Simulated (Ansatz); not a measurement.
# Li3ScF6, space group Fm-3m: a single point

Computed with Ansatz 0.2.0 through its Python package.

`li3scf6.extxyz`
```text
10
Lattice="0.0 3.971899 3.971899 3.971899 0.0 3.971899 3.971899 3.971899 0.0" Properties=species:S:1:pos:R:3 pbc="T T T"
Li    1.98594950    1.98594950    1.98594950
Li    5.95784850    5.95784850    5.95784850
Li    3.97189900    3.97189900    3.97189900
Sc    0.00000000    0.00000000    0.00000000
F     3.97189900    3.97189900    2.00235344
F     5.94144456    3.97189900    3.97189900
F     3.97189900    3.97189900    5.94144456
F     3.97189900    2.00235344    3.97189900
F     3.97189900    5.94144456    3.97189900
F     2.00235344    3.97189900    3.97189900
```

Run as a notebook:

In [1]:
```python
import warnings

import ansatz as az
import matplotlib.pyplot as plt
import numpy as np
```

In [2]:
```python
params = {
    "functional": "pbesol",
    "occupations": "fixed",
    "scf_tol": 1e-05,
    "extra_bands": 8,
}

warnings.simplefilter("ignore", az.DeckWarning)
```

In [3]:
```python
xtal = az.Crystal.from_extxyz("li3scf6.extxyz")
```

In [4]:
```python
# functional, basis and sampling
job = (
    xtal.calculation()
    .functional(params["functional"])
    .basis(35 * az.Ry)
    .kpoints(3)
    .occupations(params["occupations"])
    .scf(tolerance=params["scf_tol"], extra_bands=params["extra_bands"], self_checks="high")
    .stress()
    .density()
)
history = []
result = job.session().plan().execute(on_event=lambda event: history.append(event["data"]["dr2_ev"]) if event["event"] == "scf_iter" else None)
rep = result.report
```

In [5]:
```python
sorted(key for key in rep if key.endswith("_ev"))
```
Out [5]:
```text
['band_edges_ev', 'eigenvalues_ev', 'energy_sigma0_ev', 'entropy_ts_ev', 'fermi_energy_ev',
 'free_energy_ev', 'gap_by_band_count_ev', 'harris_foulkes_ev', 'internal_energy_ev',
 'lagrangian_ev', 'lagrangian_sigma0_ev', 'loop_eigenvalues_ev', 'loop_fermi_energy_ev',
 'occupations_fermi_energy_ev', 'residual_norms_ev']
```

In [6]:
```python
rep["kweights"]
```
Out [6]:
```text
[0.037037037037037035, 0.2962962962962963, 0.2222222222222222, 0.4444444444444444]
```

In [7]:
```python
rep["n_iterations"], rep["closed_by"]
```
Out [7]:
```text
(6, 'deck_thresholds')
```

In [8]:
```python
print("density residual by iteration (eV):", " ".join(f"{value:.1e}" for value in history[:40]))
```
```text
density residual by iteration (eV): 1.3e-01 5.5e-03 6.8e-04 4.3e-05 1.5e-06 1.2e-07
```

In [9]:
```python
print(f"free energy      {rep['free_energy_ev']:.5f} eV")
print(f"per atom         {rep['free_energy_ev'] / len(result.lattice.sites):.5f} eV")
print(f"SCF iterations   {rep['n_iterations']}  (converged: {rep['converged']})")

# the stress is positive in compression
sigma = rep["stress_gpa"]
voigt = [sigma[0][0], sigma[1][1], sigma[2][2], sigma[1][2], sigma[0][2], sigma[0][1]]
print("stress xx yy zz yz xz xy (GPa, compression positive):", " ".join(f"{s:.3f}" for s in voigt))
print("P =", round(10 * float(np.mean(voigt[:3])), 2), "kbar")
```
```text
free energy      -7537.47345 eV
per atom         -753.74734 eV
SCF iterations   6  (converged: True)
stress xx yy zz yz xz xy (GPa, compression positive): -2.894 -2.894 -2.894 0.000 0.000 -0.000
P = -28.94 kbar
```

In [10]:
```python
field = sum(channel.density_e_per_ang3 for channel in result.density().channels[:2])
fig, ax = plt.subplots(figsize=(4, 3.4))
shown = ax.imshow(np.log10(np.clip(field[:, :, 0].T, 1e-3, None)), origin="lower", extent=(0, 1, 0, 1))
fig.colorbar(shown, label="log10 density (e/A^3)")
ax.set(xlabel="fraction of grid vector 1", ylabel="fraction of grid vector 2")
fig.savefig("density_plane.png", dpi=100)
print(f"plane through the origin: {field[:, :, 0].min():.4f} to {field[:, :, 0].max():.4f} e/A^3")
```
```text
plane through the origin: 0.0149 to 7.2806 e/A^3
```

These settings explore the input space; cutoff and mesh may be short of convergence. No spin polarisation was allowed. Along an axis with an odd division the mesh misses the point at one half; a gap read on a finite mesh is an upper bound on this functional's gap. Semilocal gaps usually lie well under measured ones. The Fermi level of a run with fixed occupations marks the highest occupied state on its mesh, not mid-gap. Energy and stress may still move on a finer k-point mesh. The fields are valence quantities on the plane-wave grid; their values near the nuclei depend on the potentials. The structure comes from a database of computed cells and needn't be a stable or known phase. Levels are Kohn-Sham eigenvalues on this mesh. The script silences the warnings on its input, which a real study should read. Finished in 3 s on 1 thread of Arm Neoverse V1, with other jobs on the host, peak memory 0.46 GiB.

(Lines on the test bed's own set-up are left out of the output.)
